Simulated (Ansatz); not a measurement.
# Ga3SbAs2: the cost of one run

Computed with Ansatz 0.2.0 (DFT PBE, scalar-relativistic, plane waves, PAW, unless a step's input says otherwise).

## 1. Starting point

The structure is tetragonal, space group I-4m2 (No. 119). The conventional cell has a = 4.176 Å, b = 4.176 Å, c = 17.711 Å, α = 90.00°, β = 90.00°, γ = 90.00°. Ga (site symmetry 2mm) has 2 As at 2.52 Å and 2 Sb at 2.64 Å in its first shell of neighbours. Ga (site symmetry -4m2) is surrounded by 4 As at 2.52 Å. Sb (site symmetry -4m2) is surrounded by 4 Ga at 2.64 Å. As (site symmetry 2mm) is surrounded by 4 Ga at 2.52 Å.

As a file:

```cif
data_structure
_symmetry_space_group_name_H-M 'I-4m2'
_symmetry_Int_Tables_number 119
_cell_length_a 4.1757
_cell_length_b 4.1757
_cell_length_c 17.7114
_cell_angle_alpha 90.000
_cell_angle_beta 90.000
_cell_angle_gamma 90.000
_cell_volume 308.82
loop_
_atom_site_label
_atom_site_type_symbol
_atom_site_symmetry_multiplicity
_atom_site_Wyckoff_symbol
_atom_site_fract_x
_atom_site_fract_y
_atom_site_fract_z
_atom_site_occupancy
Ga1 Ga 4 e 0.50000 0.50000 0.15884 1
Ga2 Ga 2 a 0.00000 0.00000 0.00000 1
Sb1 Sb 2 c 0.00000 0.50000 0.25000 1
As1 As 4 f 0.50000 0.00000 0.42062 1
```

It is the end of an earlier relaxation with the same method, from a generated guess; it needn't be the stable form of this composition. At a tolerance of 0.05 Å it has space group I-4m2 (No. 119); it has 25.74 Å³/atom, an uncorrected energy of -0.26 eV/atom over the elements.

## 2. Static run: bands, density of states and charges

input.yaml

```yaml
crystal:
  lattice:
    - [-2.087842, 2.087842, 8.8556889]
    - [2.087842, -2.087842, 8.8556889]
    - [2.087842, 2.087842, -8.8556889]
  atoms:
    - { symbol: Ga, position: [0.658839, 0.658839, 0.0] }
    - { symbol: Ga, position: [0.341161, 0.341161, 0.0] }
    - { symbol: Ga, position: [0.0, 0.0, 0.0] }
    - { symbol: Sb, position: [0.75, 0.25, 0.5] }
    - { symbol: As, position: [0.420619, 0.920619, 0.5] }
    - { symbol: As, position: [0.079381, 0.579381, 0.5] }
basis:
  ecutwfc: 420
kpoints:
  mp_grid: { grid: [12, 12, 12] }
  band_path:
    path:
      - [[0.0, 0.0, 0.0], [0.0, 0.0, 0.5], [0.25, 0.25, 0.25], [0.0, 0.5, 0.0], [0.0, 0.0, 0.0], [0.5, 0.5, -0.5], [0.26389602, 0.73610398, -0.26389602]]
      - [[-0.26389602, 0.26389602, 0.26389602], [0.0, 0.0, 0.0]]
      - [[0.0, 0.0, 0.5], [-0.02779205, 0.02779205, 0.5]]
      - [[0.5, 0.5, -0.02779205], [0.5, 0.5, -0.5]]
    npoints: 14
hamiltonian:
  xc: pbe
scf:
  occupations: { method: gaussian, width: 0.1 }
  n_extra_bands: 15
output:
  forces: true
  stress: true
  eigenvalues: true
  populations: true
  dos: { projected: true, de: 0.02, nscf_kmesh: { grid: [15, 15, 15] } }
  bader: true
```

The run is started by

```bash
$ ansatz run input.yaml --threads 4 --pin off --max-ram 8192MiB --backend cpu --events-out ev --progress --plain --runs-dir out
```

Q: Estimate wall time and peak memory on 4 threads of Intel Xeon Platinum 8488C (Sapphire Rapids), shared host.

About 85 s, with a peak of 1.9 GiB.
